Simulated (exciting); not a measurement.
# AlCl (Fm-3m) in exciting: reference runs

Aim: a first look at AlCl with PBEsol, on the cell as given.

Everything below comes from runs of exciting (release sodium). Logs are shortened: lines on timing, memory, paths and dates and some standing lists are left out, and cuts for length are marked.

### 1 The crystal as given

The structure is cubic, space group Fm-3m (No. 225). The conventional cell has a = 5.697 Å, b = 5.697 Å, c = 5.697 Å, α = 90.00°, β = 90.00°, γ = 90.00°. Al (site symmetry m-3m) is surrounded by 6 Cl at 2.85 Å. Cl (site symmetry m-3m) is surrounded by 6 Al at 2.85 Å.

The cell was built by a generator and needn't be a form met in nature.

### 2 Single point, PBEsol

input.xml reads:

```xml
<input>
  <title>AlCl</title>
  <structure speciespath="./" tshift="false">
    <crystal scale="1">
      <basevect>0.000000000000 5.383139525489 5.383139525489</basevect>
      <basevect>5.383139525489 0.000000000000 5.383139525489</basevect>
      <basevect>5.383139525489 5.383139525489 0.000000000000</basevect>
    </crystal>
    <species speciesfile="Al.xml" rmt="2">
      <atom coord="0.500000000000 0.500000000000 0.500000000000"/>
    </species>
    <species speciesfile="Cl.xml" rmt="1.9">
      <atom coord="0.000000000000 0.000000000000 0.000000000000"/>
    </species>
  </structure>
  <groundstate do="fromscratch" ngridk="8 8 8" rgkmax="7.5" gmaxvr="14" lmaxapw="10" lmaxmat="10" lmaxvr="8" xctype="GGA_PBE_SOL" stype="Fermi Dirac" swidth="0.00183747" nempty="10" ValenceRelativity="iora*" epsengy="1e-05" epspot="1e-05" maxscl="60" tforce="true" outputlevel="normal"/>
</input>
```

Potentials or basis: all-electron LAPW+lo, shipped species files, valence relativity iora*.

The run is started by

```
OMP_NUM_THREADS=1 exciting_smp
```

INFO.OUT:

```text
================================================================================
EXCITING SODIUM started
[... 10 lines left out ...]

 Lattice vectors (cartesian) :
      0.0000000000      5.3831395255      5.3831395255
      5.3831395255      0.0000000000      5.3831395255
      5.3831395255      5.3831395255      0.0000000000

 Reciprocal lattice vectors (cartesian) :
     -0.5835985931      0.5835985931      0.5835985931
      0.5835985931     -0.5835985931      0.5835985931
      0.5835985931      0.5835985931     -0.5835985931

 Unit cell volume                           :     311.9872923230
 Brillouin zone volume                      :       0.7950651182

 Species :    1 (Al)
     parameters loaded from                 :    Al.xml
     name                                   :    aluminium
     nuclear charge                         :     -13.00000000
     electronic charge                      :      13.00000000
     atomic mass                            :   49184.33493000
     muffin-tin radius                      :       2.00000000
     # of radial points in muffin-tin       :     300

     atomic positions (lattice) :
       1 :   0.50000000  0.50000000  0.50000000

 Species :    2 (Cl)
     parameters loaded from                 :    Cl.xml
     name                                   :    chlorine
     nuclear charge                         :     -17.00000000
     electronic charge                      :      17.00000000
     atomic mass                            :   64626.31859000
     muffin-tin radius                      :       1.90000000
     # of radial points in muffin-tin       :     300

     atomic positions (lattice) :
       1 :   0.00000000  0.00000000  0.00000000

 Total number of atoms per unit cell        :       2

 Spin treatment                             :    spin-unpolarised

 Number of Bravais lattice symmetries       :      48
 Number of crystal symmetries               :      48

 k-point grid                               :       8    8    8
 Total number of k-points                   :      29
 k-point set is reduced with crystal symmetries

 R^MT_min * |G+k|_max (rgkmax)              :       7.50000000
 Species with R^MT_min                      :       2 (Cl)
 Maximum |G+k| for APW functions            :       3.94736842
 Maximum |G| for potential and density      :      14.00000000

 G-vector grid sizes                        :      36    36    36
 Total number of G-vectors                  :   14331

 Maximum angular momentum used for
     APW functions                          :      10
     computing H and O matrix elements      :      10
     potential and density                  :       8
     inner part of muffin-tin               :       2

 Total nuclear charge                       :     -30.00000000
 Total electronic charge                    :      30.00000000
 Total core charge                          :      14.00000000
 Total valence charge                       :      16.00000000

 Number of empty states                     :      10
 Total number of valence states             :      19

 Maximum Hamiltonian size                   :     343
 Maximum number of plane-waves              :     332
 Total number of local-orbitals             :      11

 Exchange-correlation type                  :      22
     PBEsol, Phys. Rev. Lett. 100, 136406 (2008)
     Generalised gradient approximation (GGA)

 Smearing scheme                            :    Fermi-Dirac
 Smearing width                             :       0.00183747

 Using multisecant Broyden potential mixing
[... 6 lines left out ...]
* Groundstate module started                                                   *
********************************************************************************
 Output level for this task is set to normal

++++++++++++++++++++++++++++++++++++++++++++++++++++++++++++++++++++++++++++++++
[... 5 lines left out ...]
+ SCF iteration number :    1                                                  +
++++++++++++++++++++++++++++++++++++++++++++++++++++++++++++++++++++++++++++++++
 Total energy                               :      -704.18974250
 _______________________________________________________________
 Fermi energy                               :         0.17736160
 Kinetic energy                             :       705.46598102
 Coulomb energy                             :     -1364.05340857
 Exchange energy                            :       -44.25317246
 Correlation energy                         :        -1.34914249

 DOS at Fermi energy (states/Ha/cell)       :         0.07479343

 Electron charges :
     core                                   :        14.00000000
     core leakage                           :         0.00148560
     valence                                :        16.00000000
     interstitial                           :         4.42566742
     charge in muffin-tin spheres :
                  atom     1    Al          :        10.78761591
                  atom     2    Cl          :        14.78671668
     total charge in muffin-tins            :        25.57433258
     total charge                           :        30.00000000

++++++++++++++++++++++++++++++++++++++++++++++++++++++++++++++++++++++++++++++++
+ SCF iteration number :    2                                                  +
++++++++++++++++++++++++++++++++++++++++++++++++++++++++++++++++++++++++++++++++
 Total energy                               :      -703.52330350
 _______________________________________________________________
 Fermi energy                               :         0.17868939
 Kinetic energy                             :       705.77486004
 Coulomb energy                             :     -1363.73103458
 Exchange energy                            :       -44.21806066
 Correlation energy                         :        -1.34906830

 DOS at Fermi energy (states/Ha/cell)       :         0.05772432

 Electron charges :
     core                                   :        14.00000000
     core leakage                           :         0.00148427
     valence                                :        16.00000000
     interstitial                           :         4.47732983
     charge in muffin-tin spheres :
                  atom     1    Al          :        10.80263975
                  atom     2    Cl          :        14.72003042
     total charge in muffin-tins            :        25.52267017
     total charge                           :        30.00000000
[... 296 lines left out ...]
++++++++++++++++++++++++++++++++++++++++++++++++++++++++++++++++++++++++++++++++
+ SCF iteration number :   13                                                  +
++++++++++++++++++++++++++++++++++++++++++++++++++++++++++++++++++++++++++++++++
 Total energy                               :      -703.17399116
 _______________________________________________________________
 Fermi energy                               :         0.18052168
 Kinetic energy                             :       705.90971961
 Coulomb energy                             :     -1363.53800924
 Exchange energy                            :       -44.19675993
 Correlation energy                         :        -1.34894160

 DOS at Fermi energy (states/Ha/cell)       :         0.05654535

 Electron charges :
     core                                   :        14.00000000
     core leakage                           :         0.00148500
     valence                                :        16.00000000
     interstitial                           :         4.50828064
     charge in muffin-tin spheres :
                  atom     1    Al          :        10.81566191
                  atom     2    Cl          :        14.67605744
     total charge in muffin-tins            :        25.49171936
     total charge                           :        30.00000000

 RMS change in effective potential (target) :  0.403946E-07  ( 0.100000E-04)
 Absolute change in total energy   (target) :  0.490840E-06  ( 0.100000E-04)
 Charge distance                   (target) :  0.343987E-07  ( 0.100000E-04)
 Abs. change in max-nonIBS-force   (target) :   0.00000      ( 0.500000E-04)

++++++++++++++++++++++++++++++++++++++++++++++++++++++++++++++++++++++++++++++++
| Convergency criteria checked for the last 2 iterations                       +
| Convergence targets achieved. Performing final SCF iteration                 +
++++++++++++++++++++++++++++++++++++++++++++++++++++++++++++++++++++++++++++++++
 Total energy                               :      -703.17399210
 _______________________________________________________________
 Fermi energy                               :         0.18052167
 Kinetic energy                             :       705.90971879
 Coulomb energy                             :     -1363.53800935
 Exchange energy                            :       -44.19675994
 Correlation energy                         :        -1.34894160

 DOS at Fermi energy (states/Ha/cell)       :         0.05654537

 Electron charges :
     core                                   :        14.00000000
     core leakage                           :         0.00148500
     valence                                :        16.00000000
     interstitial                           :         4.50828058
     charge in muffin-tin spheres :
                  atom     1    Al          :        10.81566194
                  atom     2    Cl          :        14.67605748
     total charge in muffin-tins            :        25.49171942
     total charge                           :        30.00000000

++++++++++++++++++++++++++++++++++++++++++++++++++++++++++++++++++++++++++++++++
+ Self-consistent loop stopped                                                 +
++++++++++++++++++++++++++++++++++++++++++++++++++++++++++++++++++++++++++++++++
 STATE.OUT is written

--------------------------------------------------------------------------------
- Writing atomic positions and forces                                          -
--------------------------------------------------------------------------------

 Atomic positions (lattice) :
 atom     1  Al  :     0.50000000    0.50000000    0.50000000
 atom     2  Cl  :     0.00000000    0.00000000    0.00000000

 Total atomic forces including IBS (cartesian) :
 atom     1  Al  :    -0.00000000   -0.00000000   -0.00000000
 atom     2  Cl  :     0.00000000    0.00000000    0.00000000

 Atomic force components including IBS (cartesian) :
 atom     1  Al  :    -0.00000000    0.00000000   -0.00000000   HF force
                 :     0.00000000    0.00000000   -0.00000000   core correction
                 :    -0.00000000    0.00000000    0.00000000   IBS correction
 atom     2  Cl  :     0.00000000   -0.00000000    0.00000000   HF force
                 :    -0.00000000   -0.00000000    0.00000000   core correction
                 :     0.00000000   -0.00000000   -0.00000000   IBS correction

********************************************************************************
* Groundstate module stopped                                                   *
********************************************************************************

--------------------------------------------------------------------------------
- CAUTION! Warnings have been written in file WARNING.OUT !                    -
--------------------------------------------------------------------------------
================================================================================
| EXCITING SODIUM stopped                                                      =
================================================================================
```

Run time: 59 s. Hardware: 1 thread of Arm Neoverse V2, shared host; peak memory 0.14 GiB.

Results:

- Free energy: -19134.3391 eV
- Band gap on the k mesh: 0.67 eV, direct
- All electrons inside the program's atomic spheres: Al 10.82; Cl 14.68 (radii Al 2.0, Cl 1.9 bohr)

Levels at points of the mesh, in eV from the valence-band top:
| k point | band 5 | band 6 | band 7 | band 8 | band 9 | band 10 | band 11 | band 12 |
| --- | --- | --- | --- | --- | --- | --- | --- | --- |
| (0.00, 0.00, 0.00) | -4.62 | -4.62 | -4.62 | -3.97 | 5.31 | 5.31 | 5.31 | 5.54 |
| (0.50, 0.00, 0.00) | -7.67 | -4.79 | -4.79 | 0.00 | 0.67 | 2.41 | 2.41 | 7.22 |
| (0.50, 0.50, 0.00) | -6.81 | -5.46 | -5.46 | -3.24 | 2.46 | 4.09 | 5.18 | 5.18 |

A k mesh can miss the band edges.
